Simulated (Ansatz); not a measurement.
# H₃ (doublet): from Hartree-Fock to the top rungs at distance H1–H2 along a hydrogen transfer = 0.693 Å, cc-pVQZ

One table from this session's results is given with a row withheld; the runs are named, their logs left out.

The runs use Ansatz 0.2.0, Gaussian basis; cc-pVQZ, core rule «outside noble gas», up to 0 orbitals frozen.

The runs, in order: UHF; CCSD(T) on ROHF; CCSD(T) on UHF; BCCD(T) on ROHF; CISD; CCSDT on ROHF; CCSDT on UHF; CASSCF and NEVPT2, 3 electrons in 3 orbitals; Full CI.

4 further runs of the same task are left out: 4 that didn't finish.

## The system

The geometry derives from fragments relaxed apart (PBE0/def2-TZVP) and kept rigid, so it is no stationary point. A hydrogen atom is moved between rigid fragments.

3 atoms, charge 0, spin multiplicity 2.

Atoms are counted from 1 here; the program's logs count them from 0.

Bond lengths: H1–H2 0.693 Å.

Set-up of the first run:

File in.yaml:

```yaml
crystal:
  periodic: [false, false, false]
  atoms:
    - {symbol: H, position_ang: [0.000000, 0.000000, -0.859667]}
    - {symbol: H, position_ang: [0.000000, 0.000000, -0.166667]}
    - {symbol: H, position_ang: [0.000000, 0.000000, 1.026333]}
basis:
  gaussian: {orbitals: cc-pVQZ}
magnetization: {spin_polarized: true, initial_magnetization: 1}
hamiltonian: {xc: hf}
output: {orbitals: {seedname: orbitals}}
```

Launch:

```bash
ansatz run in.yaml --threads 1 --pin off --events-out ev --progress --plain --max-ram 2393MiB
```

Steps of the session up to this table: UHF; CCSD(T) on ROHF; CCSD(T) on UHF; BCCD(T) on ROHF; CISD; CCSDT on ROHF; CCSDT on UHF; CASSCF and NEVPT2, 3 electrons in 3 orbitals; Full CI.

One table of the session follows, with a row left open; its other results are not shown here.

It belongs to the step «Misses and costs». 

| method | from FCI (kcal/mol) |
| --- | --- |
| ROHF | ? |
| UHF | +29.77 |
| RMP2 | +5.99 |
| UMP2 | +5.72 |
| CISD | +0.23 |
| RCCSD | +0.27 |
| UCCSD | +0.24 |
| RCCSD(T) | +0.05 |
| UCCSD(T) | +0.05 |
| BCCD(T) | +0.05 |
| RCCSDT | 0.00 |
| UCCSDT | 0.00 |
| CASSCF valence | +19.83 |
| NEVPT2 valence | +5.30 |
| FCI | 0 |

Q: Estimate the row for ROHF from the others.

**Answer.** from FCI (kcal/mol): +31.39. In the column «from FCI (kcal/mol)» it is the highest.

Caveats from the session: Restricted and unrestricted rows rest on different reference determinants; where their highest levels disagree by more than a few hundredths of an eV, they describe different states and don't form one ladder.
